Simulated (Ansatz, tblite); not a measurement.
# The cluster In7As7: charged states by level of theory, part 2 of 2

What does removing or adding an electron cost or gain for the cluster In7As7? Each charged state is run at several levels.

Ansatz 0.2.0, Gaussian basis; as each input shows.

## Step 7: Charge +1 doublet, PBE0-D4/def2-TZVP

in.yaml reads:

```yaml
crystal:
  periodic: [false, false, false]
  atoms:
    - {symbol: In, position_ang: [1.448537, -1.490882, 0.354939]}
    - {symbol: In, position_ang: [-1.247693, 2.267008, 0.404901]}
    - {symbol: In, position_ang: [-0.047951, -1.584453, -2.424908]}
    - {symbol: In, position_ang: [-2.077967, -1.021259, 0.200365]}
    - {symbol: In, position_ang: [-0.542297, -2.900520, 2.896845]}
    - {symbol: In, position_ang: [1.049898, 1.448676, -1.734905]}
    - {symbol: In, position_ang: [2.521197, 1.983143, 1.616903]}
    - {symbol: As, position_ang: [-3.176772, 1.041259, -1.089850]}
    - {symbol: As, position_ang: [-0.667491, -3.188960, -0.328294]}
    - {symbol: As, position_ang: [1.443566, -0.434030, 2.783106]}
    - {symbol: As, position_ang: [-1.385505, 0.736629, -2.754099]}
    - {symbol: As, position_ang: [1.001287, 3.551808, -0.170266]}
    - {symbol: As, position_ang: [2.515500, -0.715154, -2.032314]}
    - {symbol: As, position_ang: [-0.834299, 0.306734, 2.277586]}
basis:
  gaussian: {orbitals: def2-TZVP, fitting: {mean_field: def2-universal-jkfit}, initial_orbitals: start.molden}
total_charge: 1
magnetization: {spin_polarized: true, initial_magnetization: 1}
hamiltonian: {xc: pbe0, dispersion: d4}
scf: {omitted_lower_state_checks: [starts]}
output: {orbitals: {seedname: orbitals}}
```

The run is started by

```bash
ansatz run in.yaml --threads 2 --pin off --events-out ev --progress --plain --max-ram 32768MiB --backend cuda --devices 0, --max-vram 18GiB
```

What it wrote (excerpt; [...] marks lines left out):

```text
Functional definition: PBE0
  name "PBE0"
  cite "Adamo & Barone, J. Chem. Phys. 110, 6158 (1999) doi:10.1063/1.478522"
  cite "Perdew, Burke & Ernzerhof, Phys. Rev. Lett. 77, 3865 (1996) doi:10.1103/PhysRevLett.77.3865"
  parent pbe
[...]
3388 factors; integrals over basis functions are off by at most 4.6e-1 eV
[...]
mean field -462064.06378283 eV, -16980.5411457475 hartree, gradient 6.3e-5 eV, S^2 0.761523; 0 other end points of the search recorded, 0 dependent functions left out
reference -462064.06383847 eV, -16980.5411477925 hartree; 189, 188 occupied and 497, 498 virtual orbitals, 3388 factors
Total energy: -462065.77086174 eV, -16980.6038797404 hartree
Checks for a lower state left out: starts
```

It took 17 s on 1 × H100 (card shared with other runs) with 2 threads of AMD EPYC 7R13, shared host.

Report: HOMO -8.32 eV, LUMO -6.76 eV (over both spins); ⟨S²⟩ 0.762 (pure: 0.75).

## Step 8: Charge +1 doublet, PBE-D4/def2-TZVP

in.yaml, as its differences from that of step 7:

```diff
@@ -21,3 +21,3 @@
 magnetization: {spin_polarized: true, initial_magnetization: 1}
-hamiltonian: {xc: pbe0, dispersion: d4}
+hamiltonian: {xc: pbe, dispersion: d4}
 scf: {omitted_lower_state_checks: [starts]}
```

Launched as before.

What it wrote (excerpt; [...] marks lines left out):

```text
Functional definition: PBE
  name "PBE"
  cite "Perdew, Burke & Ernzerhof, Phys. Rev. Lett. 77, 3865 (1996) doi:10.1103/PhysRevLett.77.3865"
  parent pbe
[...]
3388 factors; integrals over basis functions are off by at most 4.6e-1 eV
[...]
mean field -462053.15752328 eV, -16980.1403481018 hartree, gradient 1.9e-5 eV, S^2 0.753652; 0 other end points of the search recorded, 0 dependent functions left out
reference -462053.15759801 eV, -16980.1403508481 hartree; 189, 188 occupied and 497, 498 virtual orbitals, 3388 factors
Total energy: -462055.04486696 eV, -16980.2097067025 hartree
Checks for a lower state left out: starts
```

Wall time 16 s (1 × H100 (card shared with other runs) with 2 threads of AMD EPYC 7R13, shared host).

HOMO -7.62 eV, LUMO -7.29 eV (over both spins); ⟨S²⟩ 0.754 (pure: 0.75).

## Step 9: Fields of the charge +1 doublet

Orbitals, density, ELF and potential are computed afterwards from the orbital file.

Frontier orbitals at PBE0-D4/def2-TZVP (alpha spin), with the share of their density that lies nearest to each atom:

| orbital | energy (eV) | lies on |
| --- | --- | --- |
| HOMO | -8.32 | In7 26 %; As10, As12 about 17 % each; As14 12 % |
| LUMO | -6.43 | In3 26 %; As13 11 %; In1, In4 about 9 % each |

ELF in a plane through or near 3 of the atoms.

Values, 10 rows by 14 columns:
```
0.00 0.00 0.00 0.00 0.00 0.03 0.07 0.01 0.00 0.00 0.00 0.00 0.00 0.00
0.00 0.00 0.00 0.01 0.06 0.42 0.39 0.25 0.14 0.33 0.11 0.00 0.00 0.00
0.00 0.00 0.18 0.56 0.40 0.24 0.48 0.28 0.75 0.76 0.80 0.07 0.00 0.00
0.00 0.09 0.78 0.30 0.28 0.48 0.16 0.34 0.22 0.28 0.64 0.16 0.28 0.02
0.00 0.04 0.47 0.65 0.57 0.36 0.10 0.19 0.28 0.21 0.18 0.38 0.46 0.54
0.00 0.00 0.01 0.11 0.25 0.23 0.13 0.12 0.18 0.23 0.19 0.24 0.53 0.32
0.00 0.00 0.02 0.39 0.69 0.49 0.45 0.14 0.37 0.47 0.67 0.23 0.03 0.00
0.00 0.00 0.04 0.77 0.34 0.34 0.59 0.13 0.34 0.64 0.75 0.43 0.01 0.00
0.00 0.00 0.00 0.24 0.70 0.57 0.21 0.02 0.03 0.08 0.08 0.01 0.00 0.00
0.00 0.00 0.00 0.00 0.00 0.00 0.00 0.00 0.00 0.00 0.00 0.00 0.00 0.00
```
The map spans 13.3 Å across and 12.0 Å up, centred on the molecule. Atoms in the plane (x, y in Å): As10 (1.8, 2.6), As11 (-2.0, -2.4), As12 (-3.1, 1.9).

The spin density lies nearest to In7 33 %; As12 24 %; As10 14 %; As14 7 %.

## Step 10: Adiabatic ionisation energy

Charged state less starting state, singlet to doublet; the starting state's energies are those of its earlier runs.

| level | adiabatic ionisation energy (eV) | time |
| --- | --- | --- |
| PBE-D4/def2-TZVP | +5.93 | 40 s |
| PBE0-D4/def2-TZVP | +6.00 | 50 s |

Times add the two runs; a level without a time comes out of a correlated run.

## Step 11: Charge -1 doublet at the fixed geometry, PBE0-D4/def2-TZVP

in.yaml reads:

```yaml
crystal:
  periodic: [false, false, false]
  atoms:
    - {symbol: In, position_ang: [1.514372, -1.589131, 0.116684]}
    - {symbol: In, position_ang: [-1.116364, 2.161830, 0.306360]}
    - {symbol: In, position_ang: [-0.213534, -1.610561, -2.537500]}
    - {symbol: In, position_ang: [-2.030154, -0.996178, 0.262957]}
    - {symbol: In, position_ang: [-0.428214, -2.627983, 3.115974]}
    - {symbol: In, position_ang: [1.245508, 1.330028, -1.742525]}
    - {symbol: In, position_ang: [1.873522, 2.400121, 2.387478]}
    - {symbol: As, position_ang: [-3.171880, 1.050880, -1.061309]}
    - {symbol: As, position_ang: [-0.712770, -3.169077, -0.410565]}
    - {symbol: As, position_ang: [1.582641, -0.534840, 2.521838]}
    - {symbol: As, position_ang: [-1.345540, 0.802114, -2.699738]}
    - {symbol: As, position_ang: [1.139505, 3.425377, -0.257873]}
    - {symbol: As, position_ang: [2.447967, -0.925405, -2.355477]}
    - {symbol: As, position_ang: [-0.785049, 0.282825, 2.353705]}
basis:
  gaussian: {orbitals: def2-TZVP, fitting: {mean_field: def2-universal-jkfit}}
total_charge: -1
magnetization: {spin_polarized: true, initial_magnetization: 1}
hamiltonian: {xc: pbe0, dispersion: d4}
scf: {omitted_lower_state_checks: [starts]}
output: {orbitals: {seedname: orbitals}}
```

The command is unchanged.

What it wrote (excerpt; [...] marks lines left out):

```text
Functional definition: PBE0
  name "PBE0"
  cite "Adamo & Barone, J. Chem. Phys. 110, 6158 (1999) doi:10.1063/1.478522"
  cite "Perdew, Burke & Ernzerhof, Phys. Rev. Lett. 77, 3865 (1996) doi:10.1103/PhysRevLett.77.3865"
  parent pbe
[...]
3388 factors; integrals over basis functions are off by at most 4.6e-1 eV
[...]
mean field -462072.37720134 eV, -16980.8466582427 hartree, gradient 2.7e-5 eV, S^2 0.760679; 0 other end points of the search recorded, 0 dependent functions left out
reference -462072.37725303 eV, -16980.8466601423 hartree; 190, 189 occupied and 496, 497 virtual orbitals, 3388 factors
Total energy: -462074.10224689 eV, -16980.9100524974 hartree
Checks for a lower state left out: starts
```

It took 17 s on 1 × H100 (card shared with other runs) with 2 threads of AMD EPYC 7R13, shared host; peak host memory 1.4 GiB.

From the report: HOMO -1.29 eV, LUMO -0.04 eV (over both spins); ⟨S²⟩ 0.761 (pure: 0.75).

## Step 12: Charge -1 doublet at the fixed geometry, PBE-D4/def2-TZVP

in.yaml, as its differences from that of step 11:

```diff
@@ -18,6 +18,6 @@
 basis:
-  gaussian: {orbitals: def2-TZVP, fitting: {mean_field: def2-universal-jkfit}}
+  gaussian: {orbitals: def2-TZVP, fitting: {mean_field: def2-universal-jkfit}, initial_orbitals: start.molden}
 total_charge: -1
 magnetization: {spin_polarized: true, initial_magnetization: 1}
-hamiltonian: {xc: pbe0, dispersion: d4}
+hamiltonian: {xc: pbe, dispersion: d4}
 scf: {omitted_lower_state_checks: [starts]}
```

Launched as before.

What it wrote (excerpt; [...] marks lines left out):

```text
Functional definition: PBE
  name "PBE"
  cite "Perdew, Burke & Ernzerhof, Phys. Rev. Lett. 77, 3865 (1996) doi:10.1103/PhysRevLett.77.3865"
  parent pbe
[...]
3388 factors; integrals over basis functions are off by at most 4.6e-1 eV
[...]
mean field -462061.37273137 eV, -16980.4422514304 hartree, gradient 1.2e-5 eV, S^2 0.753134; 0 other end points of the search recorded, 0 dependent functions left out
reference -462061.37279843 eV, -16980.4422538950 hartree; 190, 189 occupied and 496, 497 virtual orbitals, 3388 factors
Total energy: -462063.27953381 eV, -16980.5123251279 hartree
Checks for a lower state left out: starts
```

It took 17 s on 1 × H100 (card shared with other runs) with 2 threads of AMD EPYC 7R13, shared host.

Report: HOMO -0.78 eV, LUMO -0.56 eV (over both spins); ⟨S²⟩ 0.753 (pure: 0.75).

## Step 13: Charge -1 doublet at the fixed geometry, HF/def2-TZVP

in.yaml, as its differences from that of step 12:

```diff
@@ -21,3 +21,3 @@
 magnetization: {spin_polarized: true, initial_magnetization: 1}
-hamiltonian: {xc: pbe, dispersion: d4}
+hamiltonian: {xc: hf}
 scf: {omitted_lower_state_checks: [starts]}
```

Launched as before.

What it wrote (excerpt; [...] marks lines left out):

```text
Functional definition: HF
  name "HF"
  cite "Fock, Z. Phys. 61, 126 (1930) doi:10.1007/BF01340294"
  parent pbe
[...]
3388 factors; integrals over basis functions are off by at most 4.6e-1 eV
[...]
mean field -461624.04424390 eV, -16964.3707259478 hartree, gradient 2.4e-5 eV, S^2 0.783594; 0 other end points of the search recorded, 0 dependent functions left out
reference -461624.04424390 eV, -16964.3707259478 hartree; 190, 189 occupied and 496, 497 virtual orbitals, 3388 factors
Total energy: -461624.04424390 eV, -16964.3707259478 hartree
Checks for a lower state left out: starts
```

It took 29 s on 1 × H100 (card shared with other runs) with 2 threads of AMD EPYC 7R13, shared host.

Report: HOMO -2.50 eV, LUMO 2.34 eV (over both spins); ⟨S²⟩ 0.784 (pure: 0.75).

## Step 14: Vertical electron affinity

Starting state less charged state (positive: the electron is bound), singlet to doublet; the starting state's energies are those of its earlier runs.

| level | vertical electron affinity (eV) | time |
| --- | --- | --- |
| HF/def2-TZVP | +1.67 | 53 s |
| PBE-D4/def2-TZVP | +2.30 | 41 s |
| PBE0-D4/def2-TZVP | +2.33 | 50 s |

Times add the two runs; a level without a time comes out of a correlated run.

Beside −ε(LUMO) of the starting state:

| level | −ε(LUMO) (eV) | by difference (eV) | mismatch (eV) |
| --- | --- | --- | --- |
| PBE-D4/def2-TZVP | 3.80 | 2.30 | +1.50 |
| PBE0-D4/def2-TZVP | 3.34 | 2.33 | +1.01 |

## Step 15: Outcome

What follows sums up all 2 parts.

```
                                             quantity                               value
 vertical ionisation energy, functionals in def2-TZVP  6.12 (PBE-D4) to 6.22 eV (PBE0-D4)
adiabatic ionisation energy, functionals in def2-TZVP  5.93 (PBE-D4) to 6.00 eV (PBE0-D4)
 vertical electron affinity, functionals in def2-TZVP  2.30 (PBE-D4) to 2.33 eV (PBE0-D4)
      relaxation of the cation side, PBE-D4/def2-TZVP                             0.18 eV
```

In words: The vertical ionisation energy spans 6.12 to 6.22 eV over the functionals. −ε(HOMO) misses the level's own difference by -1.06 eV at best (PBE0-D4) and -1.58 eV at worst (PBE-D4). The adiabatic ionisation energy spans 5.93 to 6.00 eV over the functionals. The vertical electron affinity spans 2.30 to 2.33 eV over the functionals. −ε(LUMO) misses the level's own difference by +1.01 eV at best (PBE0-D4) and +1.50 eV at worst (PBE-D4). Relaxing the oxidised state gains 0.18 eV at PBE-D4/def2-TZVP.
